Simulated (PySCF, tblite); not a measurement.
# C6H15NOSi: geometry, infrared bands and NMR shifts

What infrared bands and NMR shifts should C6H15NOSi (`C/C=C/[Si@H](COC)NC`) show?

The runs use tblite 0.8.0 and PySCF 2.14.0, with density-fitted response routines of our own; the level of theory stands in each step. All values are computed, except where a source is named. Atoms are numbered from 0 throughout.

## Step 1: The molecule as given

24 atoms, charge 0, multiplicity 1; geometry from: force field or distance geometry start.

Bonds of the start (Å): C0–C1 1.48, C1–C2 1.35, C2–Si3 1.84, Si3–C4 1.86, C4–O5 1.39, O5–C6 1.39, Si3–N7 1.78, N7–C8 1.43, C0–H9 1.10, C0–H10 1.12, C0–H11 1.11, C1–H12 1.06, C2–H13 1.07, Si3–H14 1.46, C4–H15 1.09, C4–H16 1.12, C6–H17 1.13, C6–H18 1.12, C6–H19 1.10, N7–H20 1.04, C8–H21 1.12, C8–H22 1.10, C8–H23 1.11.

## Step 2: Optimising the geometry with GFN2-xTB

What the job is given:

```
{"job": {"kind": "relax", "xc": "GFN2-xTB", "basis": "xTB"}, "charge": 0, "multiplicity": 1}
C     -3.597400    -1.304500    -0.085400
C     -2.344200    -0.755400    -0.655200
C     -1.392700    -0.278600     0.168300
Si     0.152800     0.395300    -0.568200
C      1.479300    -0.898100    -0.418000
O      2.667600    -0.293700    -0.025600
C      3.662600    -1.265300     0.070500
N      0.687500     1.917600     0.192300
C     -0.300400     2.946400     0.096600
H     -4.362900    -1.423800    -0.868500
H     -4.004600    -0.605900     0.695200
H     -3.341300    -2.271000     0.391600
H     -2.220900    -0.775700    -1.709100
H     -1.533500    -0.264400     1.233000
H     -0.091700     0.607700    -1.996000
H      1.618900    -1.416600    -1.365100
H      1.181600    -1.655400     0.353600
H      3.758600    -1.729200    -0.953000
H      3.383100    -2.053100     0.817300
H      4.645900    -0.871100     0.377100
H      1.613300     2.188800    -0.196800
H     -1.096800     2.851700     0.876200
H     -0.751000     3.048200    -0.905400
H      0.174400     3.926000     0.315700
```

Command:

```sh
OMP_NUM_THREADS=1 python probes_run.py task.json out
```

The driver reads the jobs from task.json and runs them one after another.

**Question.** This job is followed by: GFN2-xTB harmonic vibrations, gas phase; GIAO PBE0/pcSseg-1 NMR shielding, non-relativistic, gas phase. Predict these results of the whole session: strongest single infrared mode (GFN2-xTB); zero-point energy (GFN2-xTB); 13C shifts against TMS (PBE0/pcSseg-1); 1H shifts against TMS (PBE0/pcSseg-1, means over atoms taken as alike); 29Si shifts against TMS (PBE0/pcSseg-1); 17O shifts against H2O (PBE0/pcSseg-1); 15N shifts against NH3 (PBE0/pcSseg-1); surface potential, 1st and 99th percentile.

The runs gave:

| quantity | value |
| --- | --- |
| strongest single infrared mode (GFN2-xTB) | 2138 cm⁻¹, 322 km/mol |
| zero-point energy (GFN2-xTB) | 125.0 kcal/mol |
| 13C shifts against TMS (PBE0/pcSseg-1) | 157.8, 135.6, 68.5, 65.8, 31.4, 27.1 ppm |
| 1H shifts against TMS (PBE0/pcSseg-1, means over atoms taken as alike) | 6.62, 5.99, 5.04, 3.47, 3.14, 2.91, 2.73, 1.97, 0.32 ppm |
| 29Si shifts against TMS (PBE0/pcSseg-1) | -23.2 ppm |
| 17O shifts against H2O (PBE0/pcSseg-1) | 2.2 ppm |
| 15N shifts against NH3 (PBE0/pcSseg-1) | 18.2 ppm |
| surface potential, 1st and 99th percentile | -1.32 V and 0.81 V |

In words: The optimisation took 186 steps and gained 0.682 eV; among the close pairs (by a distance rule), Si3–N7 changed most, from 1.784 to 1.719 Å. No mode is imaginary among the 66: a minimum at this level. The strongest single mode, at 2138 cm⁻¹, moves mainly H14. Unscaled tight-binding wavenumbers are off by several per cent, some by more. Its intensities can rank the bands wrongly. At PBE0/pcSseg-1: The largest span, 266 ppm, is at C1, where the paramagnetic term is -228 ppm.
